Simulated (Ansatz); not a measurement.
This script makes an all-electron equation of state of TiZn, space group Pm-3m with Ansatz 0.2.0 through its Python package.

Script `eos_lapw_tizn.py`:
```python
# -*- coding: utf-8 -*-
"""E(V) of TiZn on LAPW."""

import warnings

import ansatz as az
from ase.eos import EquationOfState
from ase.units import GPa
import numpy as np

vectors0 = np.array([
    [3.123748, 0.0, 0.0],
    [0.0, 3.123748, 0.0],
    [0.0, 0.0, 3.123748],
])
sites = [
    ("Ti", [0.5, 0.5, 0.5]),
    ("Zn", [0.0, 0.0, 0.0]),
]


def build(cell):
    crystal = az.Crystal(lattice=az.Lattice.of(cell))
    for symbol, position in sites:
        crystal = crystal.atom(symbol, position)
    return crystal


def main():
    warnings.simplefilter("ignore", az.DeckWarning)

    volumes, energies = [], []
    for scale in np.linspace(0.94, 1.06, 7):
        cell = vectors0 * scale ** (1 / 3)
        base = (
            build(cell).calculation()
            .functional("pbesol")
            .occupations("fermi_dirac", width=0.1)
            .kpoints(9, 9, 9)
            .pseudopotentials("all_electron", lapw=True, basis_error=0.0005)
        )
        r = base.run().report
        volumes.append(abs(np.linalg.det(cell)) / len(sites))
        energies.append(r["free_energy_ev"] / len(sites))
        print(f"{scale:.3f} {volumes[-1]:9.4f} A^3/atom {energies[-1]:16.5f} eV/atom  (estimated basis error {1000 * r['lapw_basis_errors']['total_ev_per_atom']:.2f} meV/atom)")
    v0, e0, bulk = EquationOfState(volumes, energies, eos="birchmurnaghan").fit()
    print(f"V0 = {v0:.4f} A^3/atom, B0 = {bulk / GPa:.1f} GPa")


if __name__ == "__main__":
    main()
```

Its results, one of them left out:

| V (Å³/atom) | F less the lowest row shown (meV/atom) |
| --- | --- |
| 14.326 | 9.52 |
| 14.631 | 2.04 |
| 14.936 | 0.00 |
| 15.240 | 2.83 |
| 15.545 | 10.03 |
| 15.850 | 21.13 |
| 16.155 | ? |

What is the missing energy at 16.155 Å³ an atom?

A third-order Birch-Murnaghan fit, E = E0 + (9 V0 B0 / 16) [(t - 1)³ B' + (t - 1)² (6 - 4t)] with t = (V0/V)^(2/3), through the 6 rows shown gives V0 = 14.905 Å³, B0 = 126.4 GPa, B' = 4.40 and E0 = -0.02 meV. At V = 16.155 Å³, t = 0.94775, and the fit extrapolates to 35.73 meV. The run gave 35.73 meV, a miss of 0.00 meV.

The structure comes from a database of computed cells and needn't be a stable or known phase. Finished in 50 s on 1 thread of Arm Neoverse V2, with other jobs on the host, peak memory 0.38 GiB.
